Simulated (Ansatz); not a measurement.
# V: pressure up to the limit of the methods

An exercise on one series of results from a longer session: the logs are not shown, and one member is left open.

Computed with Ansatz 0.2.0 (DFT LDA, with the methods named in each step, unless a step's input says otherwise).

1 further run of the same task is left out (it didn't finish). Runs told in other sessions of the task aren't counted.

## The structure to begin with

It takes space group Fd-3m (No. 227, cubic). The conventional cell has a = 5.006 Å, b = 5.006 Å, c = 5.006 Å, α = 90.00°, β = 90.00°, γ = 90.00°. V (site symmetry -43m) is surrounded by 4 V at 2.17 Å.

Structure file:

```
CELL_PARAMETERS angstrom
0.00000 2.50280 2.50280
2.50280 0.00000 2.50280
2.50280 2.50280 0.00000
ATOMIC_POSITIONS crystal
V 0.87500 0.87500 0.87500
V 0.12500 0.12500 0.12500
```

Whether this phase is the stable one at these pressures isn't tested.

Atoms are numbered in the order of the input: V1, V2.

Set-up of the first run:

input.yaml

```yaml
crystal:
  lattice:
    - [0.0, 2.5027968698, 2.5027968698]
    - [2.5027968698, 0.0, 2.5027968698]
    - [2.5027968698, 2.5027968698, 0.0]
  atoms:
    - { symbol: V, position: [-0.125, -0.125, -0.125] }
    - { symbol: V, position: [0.125, 0.125, 0.125] }
kpoints:
  mp_grid: { grid: [13, 13, 13] }
scf:
  occupations: { method: fermi_dirac, width: 0.05 }
hamiltonian:
  xc: lda
  pseudopotentials: { kind: paw }
output:
  forces: true
  stress: true
relax:
  f_tol: 0.005
  max_steps: 40
  cell: {}
```

Run with:

```console
> ansatz run input.yaml --threads 1 --pin off --max-ram 2048MiB --backend cpu --events-out ev --progress --plain --runs-dir out
```

Among the steps run: Cell relaxed at zero pressure, PAW; Volume scaled by 1, PAW; Volume scaled by 0.92, PAW; Volume scaled by 0.84, PAW; Volume scaled by 0.76, PAW; Volume scaled by 0.68, PAW; Volume scaled by 0.6, PAW; Volume scaled by 0.52, PAW; Volume scaled by 0.45, PAW; Volume scaled by 0.45, PAW (source ansatz).

One of the session's tables, all rows but one given; the rest of the session is left out.

| method | volume over the first | volume (Å³/atom) | pressure (GPa) |
| --- | --- | --- | --- |
| PAW | 1 | 16.528 | 0.00 |
| PAW | 0.92 | 15.206 | 8.04 |
| PAW | 0.84 | 13.883 | 19.87 |
| PAW | 0.76 | 12.561 | 37.38 |
| PAW | 0.68 | 11.239 | 66.69 |
| PAW | 0.6 | ? | ? |
| PAW | 0.52 | 8.595 | 215.63 |
| PAW | 0.45 | 7.438 | 377.40 |
| PAW (source ansatz) | 0.45 | 7.438 | 394.74 |

Q: Estimate the row for PAW, 0.6 from the others.

As computed: volume (Å³/atom): 9.917; pressure (GPa): 118.27. In the column «volume (Å³/atom)» it lies between PAW, 0.52 (8.595) and PAW, 0.68 (11.239).

To keep in mind: At pressures up to 395 GPa the PAW spheres may overlap and frozen cores may not hold, so those PAW values are rough without an all-electron check.
